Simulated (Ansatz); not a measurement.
# NbTe4Mo: the cost of one run

Computed with Ansatz 0.2.0 (DFT PBE, scalar-relativistic, plane waves, PAW, unless a step's input says otherwise).

1 further run of the same task is left out (it didn't finish). Runs told in other sessions of the task aren't counted.

### 1 The system as given

Symmetry: P-6m2, No. 187, hexagonal system. The conventional cell has a = 3.623 Å, b = 3.623 Å, c = 14.736 Å, α = 90.00°, β = 90.00°, γ = 120.00°. Around Nb (site symmetry -6m2) lie 6 Te at 2.80 Å. Around Te (site symmetry 3m) lie 3 Mo at 2.75 Å. Te (site symmetry 3m) is surrounded by 3 Nb at 2.80 Å. Mo (site symmetry -6m2) has 6 Te at 2.75 Å in its first shell of neighbours.

As a file:

```cif
data_structure
_symmetry_space_group_name_H-M 'P-6m2'
_symmetry_Int_Tables_number 187
_cell_length_a 3.6234
_cell_length_b 3.6234
_cell_length_c 14.7359
_cell_angle_alpha 90.000
_cell_angle_beta 90.000
_cell_angle_gamma 120.000
_cell_volume 167.55
loop_
_atom_site_label
_atom_site_type_symbol
_atom_site_symmetry_multiplicity
_atom_site_Wyckoff_symbol
_atom_site_fract_x
_atom_site_fract_y
_atom_site_fract_z
_atom_site_occupancy
Nb1 Nb 1 a 0.00000 0.00000 0.00000 1
Te1 Te 2 g 0.00000 0.00000 0.37898 1
Te2 Te 2 h 0.33333 0.66667 0.87328 1
Mo1 Mo 1 d 0.33333 0.66667 0.50000 1
```

The start is the relaxed end of an invented cell (made as: elements ordered on the sites of the Te2Mo type, Nb/Mo on Mo (P-6m2, No. 187)), taken up again for a closer look.

### 2 A first look at the guess

Contents of input.yaml:

```yaml
crystal:
  lattice:
    - [3.62338, 0.0, 0.0]
    - [-1.81169, 3.1379392, 0.0]
    - [0.0, 0.0, 14.7358984]
  atoms:
    - { symbol: Nb, position: [0.0, 0.0, 0.0] }
    - { symbol: Te, position: [0.0, 0.0, 0.378982] }
    - { symbol: Te, position: [0.3333333, 0.6666667, 0.873277] }
    - { symbol: Te, position: [0.0, 0.0, 0.621018] }
    - { symbol: Te, position: [0.3333333, 0.6666667, 0.126723] }
    - { symbol: Mo, position: [0.3333333, 0.6666667, 0.5] }
basis:
  ecutwfc: 420
kpoints:
  mp_grid: { grid: [6, 6, 2] }
hamiltonian:
  xc: pbe
scf:
  occupations: { method: gaussian, width: 0.1 }
  lower_state_search: "off"
output:
  forces: true
  stress: true
  eigenvalues: true
```

Started as:

```
ansatz run input.yaml --threads 4 --pin off --max-ram 8192MiB --backend cpu --events-out ev --progress --plain --runs-dir out
```

**Question.** How long does this run take on 4 threads of Intel Xeon Platinum 8259CL at 2.50GHz (Skylake/Cascade Lake), shared host, and how much memory does it need?

About 3.3 s, with a peak of 0.61 GiB.
